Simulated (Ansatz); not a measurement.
# Rb: the cost of one run

Program: Ansatz 0.2.0. Level of theory: DFT PBEsol, scalar-relativistic, plane waves, PAW. These are calculated values, not measurements.

### Step 1. Starting point

Symmetry: R-3m, No. 166, trigonal system. The conventional cell has a = 6.171 Å, b = 6.171 Å, c = 17.165 Å, α = 90.00°, β = 90.00°, γ = 120.00°. Around Rb (site symmetry 3m) lie 3 Rb at 4.13 Å.

Structure file:

```cif
data_structure
_symmetry_space_group_name_H-M 'R-3m:H'
_symmetry_Int_Tables_number 166
_cell_length_a 6.1709
_cell_length_b 6.1709
_cell_length_c 17.1649
_cell_angle_alpha 90.000
_cell_angle_beta 90.000
_cell_angle_gamma 120.000
_cell_volume 566.08
loop_
_atom_site_label
_atom_site_type_symbol
_atom_site_symmetry_multiplicity
_atom_site_Wyckoff_symbol
_atom_site_fract_x
_atom_site_fract_y
_atom_site_fract_z
_atom_site_occupancy
Rb1 Rb 6 c 0.33333 0.66667 0.89421 1
```

This is candidate A: grey arsenic (A7) type (R-3m, No. 166).

(A quick probe on a coarse mesh, which set the mesh and smearing, is not shown.)

### Step 3. The relaxation (candidate A)

File input.yaml:

```yaml
crystal:
  lattice:
    - [3.0854730384, 1.7813986893, 5.7216398228]
    - [-3.0854730384, 1.7813986893, 5.7216398228]
    - [0.0, -3.5627973786, 5.7216398228]
  atoms:
    - { symbol: Rb, position: [0.22754, 0.22754, 0.22754] }
    - { symbol: Rb, position: [0.77246, 0.77246, 0.77246] }
basis:
  ecutwfc: 420
kpoints:
  mp_grid: { grid: [12, 12, 12] }
hamiltonian:
  xc: pbesol
scf:
  occupations: { method: gaussian, width: 0.1 }
output:
  forces: true
  stress: true
  eigenvalues: true
relax:
  adjacent_minimum: "off"
  f_tol: 0.01
  max_steps: 80
  cell: { stress_tol: 0.05 }
```

Q: Estimate wall time and peak memory on 1 thread of an x86-64 CPU, shared host.

About 4.4 min, with a peak of 0.84 GiB.
